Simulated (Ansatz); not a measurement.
**Mg (Mg (0001), 1 layers): how the settings move a single-point run**

How sensitive is a single-point run of Mg (Mg (0001), 1 layers) to its settings? A reference run comes first, then one run with altered input.

Method: reference: DFT, LDA, all-electron LAPW, scalar-relativistic, in Ansatz 0.2.0.

## (1) Starting point

The structure is hexagonal, space group P6/mmm (No. 191). The conventional cell has a = 3.137 Å, b = 3.137 Å, c = 16.000 Å, α = 90.00°, β = 90.00°, γ = 120.00°. Mg (site symmetry 6/mmm) is surrounded by 6 Mg at 3.14 Å.

Structure file:

```
Mg
1.0
     3.13671    0.00000    0.00000
    -1.56835    2.71647    0.00000
     0.00000    0.00000   16.00000
Mg
1
Direct
  0.00000 0.00000 0.50000
```

## (2) Baseline

The input, input.yaml:

```yaml
crystal:
  lattice:
    - [3.1367078615, 0.0, 0.0]
    - [-1.5683539307, 2.7164686923, 0.0]
    - [0.0, 0.0, 16.0]
  atoms:
    - { symbol: Mg, position: [0.0, 0.0, 0.5] }
  periodic: [true, true, false]
kpoints:
  mp_grid: { grid: [13, 13, 1] }
scf:
  occupations: { method: fermi_dirac, width: 0.1 }
hamiltonian:
  xc: lda
  pseudopotentials: { kind: all_electron, lapw: { basis_error: 0.001 } }
output:
  forces: true
  stress: true
  eigenvalues: true
```

Run with:

```console
$ ansatz run input.yaml --threads 2 --pin off --max-ram 4096MiB --backend cpu --events-out ev --progress --plain --runs-dir out
```

## (3) Changed: dr2_threshold 1.0e-11

input.yaml: that of step 2 with these lines changed.

```diff
@@ -12,2 +12,3 @@
   occupations: { method: fermi_dirac, width: 0.1 }
+  convergence: { dr2_threshold: 1.0e-11 }
 hamiltonian:
```

**Question.** What will these runs give? Wanted: for each run, ending; energy change; gap; force.

**Answer**, as computed:

```
                     run     ending  energy change  gap (eV)  force (eV/Å)  cycles   time
               reference  converged              0      0.00          0.00       7  1.6 s
1: dr2_threshold 1.0e-11  converged   0.0 meV/atom      0.00          0.00      10  1.8 s
```

Residual by cycle in the longest SCF loop of each run; runs are numbered as in the table. The quantity is the density residual dr2, in eV.

```
cycle  reference    run 1
    1      0.157    0.157
    2    0.00319  0.00319
    3     4.0e-4   4.0e-4
    4     9.3e-5   9.3e-5
    5     9.6e-6   9.6e-6
    6     2.9e-7   2.9e-7
    7     6.6e-8   6.6e-8
    8          -   2.9e-8
    9          -  1.8e-10
   10          -  8.2e-13
```

**Reading.** With the changed convergence setting the energy agrees within 0.5 meV/atom. Cost: 10 SCF cycles against 7.
